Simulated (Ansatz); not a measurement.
# HfO+ (sextet): wave-function methods side by side, def2-SVP

One table from this session's results is given with a row withheld; the runs are named, their logs left out.

Method: def2-SVP, core rule «outside noble gas», up to 5 orbitals frozen; program: Ansatz 0.2.0, Gaussian basis.

The runs, in order: UHF; CCSD(T) on ROHF; CCSD(T) on UHF; CISD; CCSDT(Q) on ROHF; CCSDT(Q) on UHF.

15 further runs of the same task are left out: 6 for a known fault of the program, 2 that didn't finish, 7 set aside as unsound or not needed.

## What is computed

The geometry is a PBE0/def2-TZVP stationary point (not a proven minimum) of the parent state, kept for this charge and spin. No spin-orbit coupling is included. Elements past krypton take def2 core potentials.

2 atoms, charge 1, spin multiplicity 6.

Atoms are counted from 1 here; the program's logs count them from 0.

Bond lengths: Hf1–O2 1.914 Å.

Set-up of the first run:

in.yaml reads:

```yaml
crystal:
  periodic: [false, false, false]
  atoms:
    - {symbol: Hf, position_ang: [0.000000, 0.000000, 0.000000]}
    - {symbol: O, position_ang: [0.000000, 0.000000, 1.914000]}
basis:
  gaussian: {orbitals: def2-SVP}
total_charge: 1
magnetization: {spin_polarized: true, initial_magnetization: 5}
hamiltonian: {xc: hf}
output: {orbitals: {seedname: orbitals}}
```

Command:

```console
ansatz run in.yaml --threads 1 --pin off --events-out ev --progress --plain --max-ram 2393MiB
```

Among the steps run: UHF; CCSD(T) on ROHF; CCSD(T) on UHF; CISD; CCSDT(Q) on ROHF; CCSDT(Q) on UHF.

One table of the session follows, with a row left open; its other results are not shown here.

| method | from RCCSDT(Q) (kcal/mol) |
| --- | --- |
| ROHF | +91.27 |
| UHF | +85.63 |
| RMP2 | ? |
| UMP2 | +11.50 |
| RCCSD | +1.47 |
| UCCSD | -0.76 |
| RCCSD(T) | +0.32 |
| UCCSD(T) | -1.87 |
| RCCSDT | +0.04 |
| UCCSDT | -2.12 |
| RCCSDT(Q) | 0 |
| UCCSDT(Q) | -2.16 |

Q: Estimate the row for RMP2 from the others.

As computed: from RCCSDT(Q) (kcal/mol): +13.74. In the column «from RCCSDT(Q) (kcal/mol)» it lies between UMP2 (+11.50) and UHF (+85.63).

Not comparable, so not listed: CISD (they don't share determinant, frozen orbitals or solution with the rows shown, or repeat one).

To keep in mind: Restricted and unrestricted rows rest on different reference determinants; where their highest levels disagree by more than a few hundredths of an eV, they describe different states and don't form one ladder.
